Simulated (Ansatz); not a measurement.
# Zr: the order of phases at one pressure

Which of hcp, sc, omega, beta tin has the lowest enthalpy for Zr at one common pressure? Methods of the runs shown: LAPW. Companion runs by PAW are cited.

Computed with Ansatz 0.2.0 (DFT, PBEsol, all-electron LAPW, scalar-relativistic, unless a step's input says otherwise).

### 1 Starting point

It takes space group P6_3/mmc (No. 194, hexagonal). Conventional cell: a = 2.422 Å, b = 2.422 Å, c = 4.344 Å, α = 90.00°, β = 90.00°, γ = 120.00°. Zr (site symmetry -6m2) has 12 Zr at 2.42 to 2.58 Å in its first shell of neighbours.

Coordinates:

```xyz
2
Lattice="2.4221 0.0000 0.0000 -1.2110 2.0976 0.0000 0.0000 0.0000 4.3441" Properties=species:S:1:pos:R:3 pbc="T T T"
Zr    0.0000    1.3984    1.0860
Zr    1.2110    0.6992    3.2581
```

Atoms are numbered in the order of the input: Zr1, Zr2.

### 2 Hcp relaxed under pressure, LAPW

input.yaml

```yaml
crystal:
  lattice:
    - [2.4220612857, 0.0, 0.0]
    - [-1.2110306428, 2.0975666029, 0.0]
    - [0.0, 0.0, 4.3441112805]
  atoms:
    - { symbol: Zr, position: [0.3333333333, 0.6666666667, 0.25] }
    - { symbol: Zr, position: [0.6666666667, 0.3333333333, 0.75] }
kpoints:
  mp_grid: { grid: [18, 18, 10] }
scf:
  occupations: { method: fermi_dirac, width: 0.08 }
hamiltonian:
  xc: pbesol
  pseudopotentials: { kind: all_electron, lapw: { basis_error: 0.0005 } }
output:
  forces: true
  stress: true
  eigenvalues: true
relax:
  f_tol: 0.005
  max_steps: 12
  cell: { p_target: 220.0, stress_tol: 0.11 }
```

The run is started by

```bash
$ ansatz run input.yaml --threads 1 --pin off --max-ram 3584MiB --backend cpu --events-out ev --progress --plain --runs-dir out
```

Standard output, cut to the lines that bear on the results:

```text
[...]
LAPW: plane waves up to 9.365 Å⁻¹, error target 5.0e-4 eV per atom; small_component_spin mean_spin; Zr in spheres of 1.175 Å, 30 of its electrons in bands, Dirac shells []
[...]
Pseudopotentials: kind: all_electron
Pseudopotential: Zr, LAPW, valence charge 30, Koelling and Harmon's equation, gaussian nucleus
Functional definition: PBEsol
[...]
Crystal: 2 atoms, lattice volume = 22.070 Å³
Basis set: ecut = 334.1434586975458 eV, 313 PW (Γ), exchange–correlation at level 2
Bands: 36, of which v1, the nominal top of the filled ones, is band 30 counted from 1 (29 counted from 0)
Symmetry: 24 space group operations
Space group: P63/mmc (ITA 194), of the structure as read, at distance tolerance 2.8e-5 Å
k-points: 222 of 3240
[...]
SCF iter   1: F=—  HF=-195735.047468 eV  |F-HF|=—  |Δ(HF+E_count)|=         —  Δρ=2.47e-2  dr2=8.33e-2  ethr=1.38e-4  ⟨swp⟩=2.8  Hψ=54581  notcnv=0
[...]
relax step   1: F+E_penalty+E_count = -195734.79422463 eV  Δ(F+E_penalty+E_count) = +0.000e0 eV  max|allowed force component| = 1.110e-16 eV/Å  Δτ_max = 0.0000 Å  P = +219.953 GPa  Ω = 22.070 Å³  (7 SCF iters, accepted)
[...]
relax step   2: F+E_penalty+E_count = -195734.79422463 eV  Δ(F+E_penalty+E_count) = -1.746e-10 eV  max|allowed force component| = 9.252e-17 eV/Å  Δτ_max = 0.0000 Å  P = +219.953 GPa  Ω = 22.070 Å³  stress off target by 1.08e-1 GPa  SCF on the basis re-selected at this cell (its energy is [...]
SCF converged after 2 iterations
Free energy (F): -195734.794225 eV
[...]
E sigma→0 (E₀):  -195734.784480 eV
Entropy (-TS):   -0.019489 eV (-9.745 meV/atom)
Fermi energy:    34.462024 eV
[...]
--- Forces (eV/Å), atoms counted from 1 ---
  atom   1  Zr    -0.00000000     0.00000000     0.00000000
  atom   2  Zr     0.00000000    -0.00000000     0.00000000
[...]
--- Stress (GPa, compression-positive) ---
      219.891823       0.000000       0.000000
        0.000000     219.891823       0.000000
        0.000000       0.000000     220.075393
  P = ⅓ Tr σ = 219.9530 GPa (2199.530 kbar)
--- Band table (eV; the first three rows and the last of 222) ---
[...]
--- Relaxed structure (1 steps of the walk, 1 accepted, 1 SCFs on fresh bases) ---
  F+E_penalty+E_count = -195734.79422463 eV   max|allowed force component| = 9.252e-17 eV/Å   (the final SCF, on the basis selected at the relaxed cell)
  cell:  # Å, volume = 22.0700 Å³
    - [2.422061285677484, -2.8867528534357113e-11, 0.0]
    - [-1.211030642813742, 2.0975666029339335, 0.0]
    - [0.0, 0.0, 4.3441112805]
  atoms:
    - { symbol: Zr, position: [0.3333333333333333, 0.6666666666666666, 0.25] }
    - { symbol: Zr, position: [0.6666666666666666, 0.3333333333333333, 0.75] }
```

Wall time 75 s (1 thread of Arm Neoverse V2, shared host); peak memory 0.69 GiB.

The steps of the relaxation:

| step | energy from step 1 (eV/cell) | largest force component (eV/Å) | pressure (GPa) | volume (Å³) |
| --- | --- | --- | --- | --- |
| 1 | 0.0000 | 0.0000 | 219.95 | 22.07 |
| 2 | 0.0000 | 0.0000 | 219.95 | 22.07 |

Step 1 is the start. Step 2 repeats the geometry before on a plane-wave basis chosen anew for that cell, so the energy can jump there without any move; the table keeps such jumps.

| input's cell | before | after | change |
| --- | --- | --- | --- |
| a (Å) | 2.422 | 2.422 | -0.0 % |
| b (Å) | 2.422 | 2.422 | -0.0 % |
| c (Å) | 4.344 | 4.344 | -0.0 % |
| volume (Å³/atom) | 11.03 | 11.03 | -0.0 % |

Result: pressure 219.95 GPa; no gap.

### 3 Sc relaxed under pressure, LAPW

input.yaml

```yaml
crystal:
  lattice:
    - [2.2585213734, 0.0, 0.0]
    - [0.0, 2.2585213734, 0.0]
    - [0.0, 0.0, 2.2585213734]
  atoms:
    - { symbol: Zr, position: [0.0, 0.0, 0.0] }
kpoints:
  mp_grid: { grid: [17, 17, 17] }
scf:
  occupations: { method: fermi_dirac, width: 0.08 }
hamiltonian:
  xc: pbesol
  pseudopotentials: { kind: all_electron, lapw: { basis_error: 0.0005 } }
output:
  forces: true
  stress: true
  eigenvalues: true
relax:
  f_tol: 0.005
  max_steps: 12
  cell: { p_target: 220.0, stress_tol: 0.11 }
```

The run is started by

```bash
$ ansatz run input.yaml --threads 1 --pin off --max-ram 3584MiB --backend cpu --events-out ev --progress --plain --runs-dir out
```

Standard output, cut to the lines that bear on the results:

```text
[...]
LAPW: plane waves up to 10.019 Å⁻¹, error target 5.0e-4 eV per atom; small_component_spin mean_spin; Zr in spheres of 1.095 Å, 30 of its electrons in bands, Dirac shells []
[...]
Pseudopotentials: kind: all_electron
Pseudopotential: Zr, LAPW, valence charge 30, Koelling and Harmon's equation, gaussian nucleus
Functional definition: PBEsol
[...]
Crystal: 1 atoms, lattice volume = 11.521 Å³
Basis set: ecut = 382.4840810531816 eV, 179 PW (Γ), exchange–correlation at level 2
Bands: 19, of which v1, the nominal top of the filled ones, is band 15 counted from 1 (14 counted from 0)
Symmetry: 48 space group operations
Space group: Pm-3m (ITA 221), of the structure as read, at distance tolerance 2.3e-5 Å
k-points: 165 of 4913
[...]
SCF iter   1: F=—  HF=-97866.724000 eV  |F-HF|=—  |Δ(HF+E_count)|=         —  Δρ=2.59e-2  dr2=2.97e-2  ethr=9.86e-5  ⟨swp⟩=3.1  Hψ=21980  notcnv=0
[...]
--- Forces (eV/Å), atoms counted from 1 ---
  atom   1  Zr     0.00000000     0.00000000    -0.00000000
[...]
--- Stress (GPa, compression-positive) ---
      220.029146       0.000000       0.000000
        0.000000     220.029146       0.000000
        0.000000       0.000000     220.029146
  P = ⅓ Tr σ = 220.0291 GPa (2200.291 kbar)
--- Band table (eV; the first three rows and the last of 165) ---
  k-point 0: bands = ["-363.5926", "-276.7244", "-276.7244", "-276.7244", "-134.1248", "-134.1248", "-134.1248", "-134.1212", "-134.1212", "-17.7403", "8.9182", "8.9182", "8.9182", "27.5986", "27.5986", "28.3138", "44.6684", "44.6684", "44.6684"]
[...]
--- Relaxed structure (1 steps of the walk, 1 accepted, 1 SCFs on fresh bases) ---
  F+E_penalty+E_count = -97866.65486058 eV   max|allowed force component| = 0.000e0 eV/Å   (the final SCF, on the basis selected at the relaxed cell)
  cell:  # Å, volume = 11.5205 Å³
    - [2.2585213734, 0.0, 0.0]
    - [0.0, 2.2585213734, 0.0]
    - [0.0, 0.0, 2.2585213734]
  atoms:
    - { symbol: Zr, position: [0.0, 0.0, 0.0] }
```

Run time: 18 s. Hardware: 1 thread of Arm Neoverse V2, shared host; peak memory 0.36 GiB.

Step by step:

| step | energy from step 1 (eV/cell) | largest force component (eV/Å) | pressure (GPa) | volume (Å³) |
| --- | --- | --- | --- | --- |
| 1 | 0.0000 | 0.0000 | 220.03 | 11.52 |
| 2 | 0.0000 | 0.0000 | 220.03 | 11.52 |

Step 1 is the start. Step 2 repeats the geometry before on a plane-wave basis chosen anew for that cell, so the energy can jump there without any move; the table keeps such jumps.

| input's cell | before | after | change |
| --- | --- | --- | --- |
| a (Å) | 2.259 | 2.259 | -0.0 % |
| b (Å) | 2.259 | 2.259 | -0.0 % |
| c (Å) | 2.259 | 2.259 | -0.0 % |
| volume (Å³/atom) | 11.52 | 11.52 | -0.0 % |

Read from it: pressure 220.03 GPa; no gap.

### 4 Omega relaxed under pressure, LAPW

input.yaml: that of step 3 with these lines changed.

```diff
@@ -2,9 +2,11 @@
   lattice:
-    - [2.2585213734, 0.0, 0.0]
-    - [0.0, 2.2585213734, 0.0]
-    - [0.0, 0.0, 2.2585213734]
+    - [4.0557635534, 0.0, 0.0]
+    - [-2.0278817767, 3.512394269, 0.0]
+    - [0.0, 0.0, 2.3132184121]
   atoms:
     - { symbol: Zr, position: [0.0, 0.0, 0.0] }
+    - { symbol: Zr, position: [0.3333333333, 0.6666666667, 0.5] }
+    - { symbol: Zr, position: [0.6666666667, 0.3333333333, 0.5] }
 kpoints:
-  mp_grid: { grid: [17, 17, 17] }
+  mp_grid: { grid: [9, 9, 13] }
 scf:
```

The run is started by

```bash
$ ansatz run input.yaml --threads 1 --pin off --max-ram 3584MiB --backend cpu --events-out ev --progress --plain --runs-dir out
```

Standard output, cut to the lines that bear on the results:

```text
[...]
LAPW: plane waves up to 9.772 Å⁻¹, error target 5.0e-4 eV per atom; small_component_spin mean_spin; Zr in spheres of 1.122 Å, 30 of its electrons in bands, Dirac shells []
[...]
Pseudopotentials: kind: all_electron
Pseudopotential: Zr, LAPW, valence charge 30, Koelling and Harmon's equation, gaussian nucleus
Functional definition: PBEsol
[...]
Crystal: 3 atoms, lattice volume = 32.953 Å³
Basis set: ecut = 363.8201646780411 eV, 523 PW (Γ), exchange–correlation at level 2
Bands: 54, of which v1, the nominal top of the filled ones, is band 45 counted from 1 (44 counted from 0)
Symmetry: 24 space group operations
Space group: P6/mmm (ITA 191), of the structure as read, at distance tolerance 3.2e-5 Å
k-points: 84 of 1053
[...]
SCF iter   1: F=—  HF=-293602.344240 eV  |F-HF|=—  |Δ(HF+E_count)|=         —  Δρ=2.22e-2  dr2=8.67e-2  ethr=9.59e-5  ⟨swp⟩=3.0  Hψ=31271  notcnv=0
[...]
  atom   1  Zr    -0.00000000    -0.00000000     0.00000000
  atom   2  Zr    -0.00000000    -0.00000000     0.00000000
  atom   3  Zr     0.00000000     0.00000000    -0.00000000
[...]
--- Stress (GPa, compression-positive) ---
      220.058269      -0.000000      -0.000000
       -0.000000     220.058269       0.000000
       -0.000000       0.000000     219.907788
  P = ⅓ Tr σ = 220.0081 GPa (2200.081 kbar)
--- Band table (eV; the first three rows and the last of 84) ---
[...]
--- Relaxed structure (1 steps of the walk, 1 accepted, 1 SCFs on fresh bases) ---
  F+E_penalty+E_count = -293601.99347004 eV   max|allowed force component| = 2.220e-16 eV/Å   (the final SCF, on the basis selected at the relaxed cell)
  cell:  # Å, volume = 32.9528 Å³
    - [4.055763553407249, 0.0, 0.0]
    - [-2.0278817767036244, 3.5123942689937224, 0.0]
    - [0.0, 0.0, 2.3132184121]
  atoms:
    - { symbol: Zr, position: [0.0, 0.0, 0.0] }
    - { symbol: Zr, position: [0.33333333333333326, 0.6666666666666665, 0.5] }
    - { symbol: Zr, position: [0.6666666666666665, 0.33333333333333326, 0.5] }
```

It took 77 s on 1 thread of Arm Neoverse V2, shared host; peak memory 0.6 GiB.

Step by step:

| step | energy from step 1 (eV/cell) | largest force component (eV/Å) | pressure (GPa) | volume (Å³) |
| --- | --- | --- | --- | --- |
| 1 | 0.0000 | 0.0000 | 220.01 | 32.95 |
| 2 | 0.0000 | 0.0000 | 220.01 | 32.95 |

Step 1 is the start. Step 2 repeats the geometry before on a plane-wave basis chosen anew for that cell, so the energy can jump there without any move; the table keeps such jumps.

| input's cell | before | after | change |
| --- | --- | --- | --- |
| a (Å) | 4.056 | 4.056 | +0.0 % |
| b (Å) | 4.056 | 4.056 | +0.0 % |
| c (Å) | 2.313 | 2.313 | -0.0 % |
| volume (Å³/atom) | 10.98 | 10.98 | +0.0 % |

In short: pressure 220.01 GPa; no gap.

### 5 Beta tin relaxed under pressure, LAPW

input.yaml

```yaml
crystal:
  lattice:
    - [-2.1683212818, 2.1683212818, 1.2034839422]
    - [2.1683212818, -2.1683212818, 1.2034839422]
    - [2.1683212818, 2.1683212818, -1.2034839422]
  atoms:
    - { symbol: Zr, position: [-0.375, -0.125, -0.25] }
    - { symbol: Zr, position: [0.375, 0.125, 0.25] }
kpoints:
  mp_grid: { grid: [18, 18, 18] }
scf:
  occupations: { method: fermi_dirac, width: 0.08 }
hamiltonian:
  xc: pbesol
  pseudopotentials: { kind: all_electron, lapw: { basis_error: 0.0005 } }
output:
  forces: true
  stress: true
  eigenvalues: true
relax:
  f_tol: 0.005
  max_steps: 12
  cell: { p_target: 220.0, stress_tol: 0.11 }
```

The run is started by

```bash
$ ansatz run input.yaml --threads 1 --pin off --max-ram 3584MiB --backend cpu --events-out ev --progress --plain --runs-dir out
```

Standard output, cut to the lines that bear on the results:

```text
[...]
LAPW: plane waves up to 10.059 Å⁻¹, error target 5.0e-4 eV per atom; small_component_spin mean_spin; Zr in spheres of 1.091 Å, 30 of its electrons in bands, Dirac shells []
[...]
Pseudopotentials: kind: all_electron
Pseudopotential: Zr, LAPW, valence charge 30, Koelling and Harmon's equation, gaussian nucleus
Functional definition: PBEsol
[...]
Crystal: 2 atoms, lattice volume = 22.633 Å³
Basis set: ecut = 385.5044361212691 eV, 383 PW (Γ), FFT grids on a1+a2, a2, a3, exchange–correlation at level 2
Bands: 36, of which v1, the nominal top of the filled ones, is band 30 counted from 1 (29 counted from 0)
Symmetry: 16 space group operations
Space group: I41/amd (ITA 141), of the structure as read, at distance tolerance 2.8e-5 Å
k-points: 480 of 5832
[...]
Fermi energy:    33.351722 eV
[...]
--- Forces (eV/Å), atoms counted from 1 ---
  atom   1  Zr     0.00000000     0.00000000     0.00000000
  atom   2  Zr    -0.00000000     0.00000000    -0.00000000
[...]
--- Stress (GPa, compression-positive) ---
      220.039592       0.000000       0.000000
        0.000000     220.039592       0.000000
        0.000000       0.000000     219.996131
  P = ⅓ Tr σ = 220.0251 GPa (2200.251 kbar)
--- Band table (eV; the first three rows and the last of 480) ---
[...]
--- Relaxed structure (1 steps of the walk, 1 accepted, 1 SCFs on fresh bases) ---
  F+E_penalty+E_count = -195734.38005924 eV   max|allowed force component| = 8.327e-17 eV/Å   (the final SCF, on the basis selected at the relaxed cell)
  cell:  # Å, volume = 22.6333 Å³
    - [-2.1683212818, 2.1683212818, 1.2034839422]
    - [2.1683212818, -2.1683212818, 1.2034839422]
    - [2.1683212818, 2.1683212818, -1.2034839422]
  atoms:
    - { symbol: Zr, position: [-0.375, -0.12500000000000003, -0.25] }
    - { symbol: Zr, position: [0.375, 0.12500000000000003, 0.25] }
```

Wall time 2.6 min (1 thread of Arm Neoverse V2, shared host); peak memory 1.3 GiB.

Relaxation path:

| step | energy from step 1 (eV/cell) | largest force component (eV/Å) | pressure (GPa) | volume (Å³) |
| --- | --- | --- | --- | --- |
| 1 | 0.0000 | 0.0000 | 220.03 | 22.63 |
| 2 | 0.0000 | 0.0000 | 220.03 | 22.63 |

Step 1 is the start. Step 2 repeats the geometry before on a plane-wave basis chosen anew for that cell, so the energy can jump there without any move; the table keeps such jumps.

| input's cell | before | after | change |
| --- | --- | --- | --- |
| a (Å) | 3.294 | 3.294 | -0.0 % |
| b (Å) | 3.294 | 3.294 | -0.0 % |
| c (Å) | 3.294 | 3.294 | -0.0 % |
| volume (Å³/atom) | 11.32 | 11.32 | +0.0 % |

Read from it: pressure 220.03 GPa; no gap.

### 6 The series in one table

The PAW rows are taken from companion runs at the same settings.

Enthalpy per atom, H = F + pV at p = 220 GPa, from each method's lowest phase:

```
method     start  space group, start → end  volume (Å³/atom)  pressure (GPa)  enthalpy (meV/atom)
  LAPW       hcp       P6_3/mmc → P6_3/mmc            11.035           220.0                  3.7
  LAPW        sc             Pm-3m → Pm-3m            11.521           220.0               1412.7
  LAPW     omega           P6/mmm → P6/mmm            10.984           220.0                  0.0
  LAPW  beta tin       I4_1/amd → I4_1/amd            11.317           220.0                597.5
   PAW       hcp       P6_3/mmc → P6_3/mmc            11.035           220.0                  3.8
   PAW        sc             Pm-3m → Pm-3m            11.521           220.0               1412.4
   PAW     omega           P6/mmm → P6/mmm            10.984           220.0                  0.0
   PAW  beta tin       I4_1/amd → I4_1/amd            11.317           220.0                597.1
```

### 7 Results

```
     quantity                          value
     pressure                        220 GPa
lowest (LAPW)  omega, 3.7 meV/atom under hcp
 lowest (PAW)  omega, 3.8 meV/atom under hcp
```

**Reading.** By LAPW the order is omega < hcp < beta tin < sc. By PAW the order is omega < hcp < beta tin < sc. The methods agree on the lowest phase. Only these structures were tried, with electrons smeared by 0.08 eV and without vibrations, so the true ground state may be another. The k meshes differ between phases and weren't tested, which can move differences by some meV.
